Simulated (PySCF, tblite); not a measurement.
**C6H6N4: geometry, infrared bands and NMR shifts**

Wanted: the infrared bands and NMR shifts of C6H6N4 (`N#Cc1cnn(C2CC2)n1`), by calculation.

Computed with tblite 0.8.0 and PySCF 2.14.0, with density-fitted response routines of our own, on a single molecule in the gas phase. Atoms count from 0, in the outputs and in this text.

## (1) The starting structure

16 atoms, charge 0, multiplicity 1; geometry from: force field or distance geometry start.

Bonds of the start (Å): N0–C1 1.17, C1–C2 1.43, C2–C3 1.37, C3–N4 1.35, N4–N5 1.33, N5–C6 1.43, C6–C7 1.51, C7–C8 1.51, N5–N9 1.32, N9–C2 1.37, C8–C6 1.51, C3–H10 1.10, C6–H11 1.13, C7–H12 1.11, C7–H13 1.10, C8–H14 1.12, C8–H15 1.09.

## (2) Optimising the geometry with GFN2-xTB

Job settings and geometry (Å):

```
{"job": {"kind": "relax", "xc": "GFN2-xTB", "basis": "xTB"}, "charge": 0, "multiplicity": 1}
N      3.798700     2.437000    -0.575000
C      3.005300     1.606300    -0.337800
C      2.057700     0.578900    -0.017900
C      2.304100    -0.756300     0.124800
N      1.126400    -1.354600     0.420200
N      0.174000    -0.420600     0.429500
C     -1.211100    -0.672800     0.694100
C     -2.159000     0.501900     0.806400
C     -2.234800    -0.427500    -0.385700
N      0.713000     0.761100     0.175500
H      3.290500    -1.227100     0.036800
H     -1.427900    -1.563600     1.361700
H     -1.728200     1.507900     0.635900
H     -2.874800     0.401900     1.636100
H     -3.029300    -1.211700    -0.402100
H     -1.812100    -0.152100    -1.346300
```

On the command line:

```bash
OMP_NUM_THREADS=1 python probes_run.py task.json out
```

This one command runs all jobs of the session in turn.

**Question.** This job is followed by: GFN2-xTB harmonic vibrations, gas phase; GIAO PBE0/pcSseg-1 NMR shielding, non-relativistic, gas phase. What will the session give for the following? strongest single infrared mode (GFN2-xTB); zero-point energy (GFN2-xTB); ¹³C shifts against TMS (PBE0/pcSseg-1, means over atoms taken as alike); ¹H shifts against TMS (PBE0/pcSseg-1, means over atoms taken as alike); ¹⁵N shifts against NH3 (PBE0/pcSseg-1).

The runs gave:

| quantity | value |
| --- | --- |
| strongest single infrared mode (GFN2-xTB) | 2383 cm⁻¹, 242 km/mol |
| zero-point energy (GFN2-xTB) | 73.8 kcal/mol |
| ¹³C shifts against TMS (PBE0/pcSseg-1, means over atoms taken as alike) | 145.3, 126.3, 117.3, 36.7, 12.6 ppm |
| ¹H shifts against TMS (PBE0/pcSseg-1, means over atoms taken as alike) | 7.89, 4.16, 1.53, 1.15 ppm |
| ¹⁵N shifts against NH3 (PBE0/pcSseg-1) | 364.5, 356.7, 327.9, 289.6 ppm |

In words: Over 68 steps the energy fell by 0.603 eV; of the close pairs, C6–H11 changed most, 1.134 to 1.081 Å. No mode is imaginary among the 42: a minimum at this level. The strongest single mode, at 2383 cm⁻¹, moves mainly C1 and N0. GFN2-xTB is a fitted tight-binding method: band positions and strengths are rough. Its intensities can rank the bands wrongly. H10 (hydrogen on an aromatic CH next to a ring nitrogen) lies farthest downfield among hydrogen, at 7.89 ppm; aromatic region. At PBE0/pcSseg-1: The widest tensor belongs to N9: span 535 ppm, with a paramagnetic part of -414 ppm. NICS(1)zz of -32 ppm above the planar ring from C2 marks a diatropic (aromatic) ring current.
